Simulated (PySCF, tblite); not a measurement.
# C5H14BN: geometry, infrared bands and NMR shifts

Aim: predict the infrared bands and NMR shifts of C5H14BN (`CC[BH2-][NH2+]C1CC1`).

Computed with tblite 0.8.0 and PySCF 2.14.0, with density-fitted response routines of our own, on a single molecule in the gas phase. Atoms count from 0, in the outputs and in this text.

**1. The starting structure**

21 atoms, charge 0, multiplicity 1; geometry from: force field or distance geometry start.

Bonds of the start (Å): C0–C1 1.51, C1–B2 1.60, B2–N3 1.51, N3–C4 1.45, C4–C5 1.50, C5–C6 1.50, C6–C4 1.53, C0–H7 1.11, C0–H8 1.11, C0–H9 1.13, C1–H10 1.12, C1–H11 1.12, B2–H12 1.19, B2–H13 1.20, N3–H14 1.05, N3–H15 1.06, C4–H16 1.11, C5–H17 1.12, C5–H18 1.12, C6–H19 1.11, C6–H20 1.11.

**2. Optimising the geometry with GFN2-xTB**

The job: settings as JSON, then the geometry in Å.

```
{"job": {"kind": "relax", "xc": "GFN2-xTB", "basis": "xTB"}, "charge": 0, "multiplicity": 1}
C     -2.657000     0.597800    -0.280800
C     -2.133200    -0.744600     0.164500
B     -0.589300    -0.952700    -0.192800
N      0.197200     0.292700     0.154400
C      1.494900     0.015700     0.733400
C      2.634600    -0.429500    -0.142000
C      2.552700     1.017200     0.258300
H     -2.213400     1.447100     0.288100
H     -2.426200     0.711200    -1.363700
H     -3.773800     0.595200    -0.094300
H     -2.264900    -0.764900     1.276400
H     -2.756500    -1.593900    -0.215100
H     -0.162600    -1.903200     0.386100
H     -0.516100    -1.130400    -1.382100
H      0.237900     0.915700    -0.687300
H     -0.364800     0.820600     0.885500
H      1.592400    -0.317000     1.786500
H      2.305700    -0.710300    -1.170800
H      3.479800    -1.000000     0.322000
H      3.150200     1.422500     1.096800
H      2.203600     1.727700    -0.514200
```

Command:

```bash
OMP_NUM_THREADS=1 python probes_run.py task.json out
```

This one command runs all jobs of the session in turn.

**Question.** This job is followed by: GFN2-xTB harmonic vibrations, gas phase; GIAO PBE0/pcSseg-1 NMR shielding, non-relativistic, gas phase. Predict these results of the whole session: strongest single infrared mode (GFN2-xTB); zero-point energy (GFN2-xTB); ¹³C shifts against TMS (PBE0/pcSseg-1, means over atoms taken as alike); ¹H shifts against TMS (PBE0/pcSseg-1, means over atoms taken as alike); ¹¹B shifts against BF3·OEt2 (PBE0/pcSseg-1); ¹⁵N shifts against NH3 (PBE0/pcSseg-1).

As calculated:

| quantity | value |
| --- | --- |
| strongest single infrared mode (GFN2-xTB) | 2434 cm⁻¹, 277 km/mol |
| zero-point energy (GFN2-xTB) | 117.4 kcal/mol |
| ¹³C shifts against TMS (PBE0/pcSseg-1, means over atoms taken as alike) | 30.1, 15.7, 15.1, 8.7 ppm |
| ¹H shifts against TMS (PBE0/pcSseg-1, means over atoms taken as alike) | 2.55, 2.51, 2.20, 0.84, 0.80, 0.45, 0.38 ppm |
| ¹¹B shifts against BF3·OEt2 (PBE0/pcSseg-1) | -14.8 ppm |
| ¹⁵N shifts against NH3 (PBE0/pcSseg-1) | 75.0 ppm |

In words: Relaxing lowered the energy by 0.874 eV in 143 steps; the close pair that moved most is B2–N3, from 1.513 to 1.653 Å. No mode is imaginary among the 57: a minimum at this level. The strongest single mode, at 2434 cm⁻¹, moves mainly H12. GFN2-xTB is a fitted tight-binding method: band positions and strengths are rough. Its intensities can rank the bands wrongly. At PBE0/pcSseg-1: The largest span, 93 ppm, is at C4, where the paramagnetic term is -85 ppm.
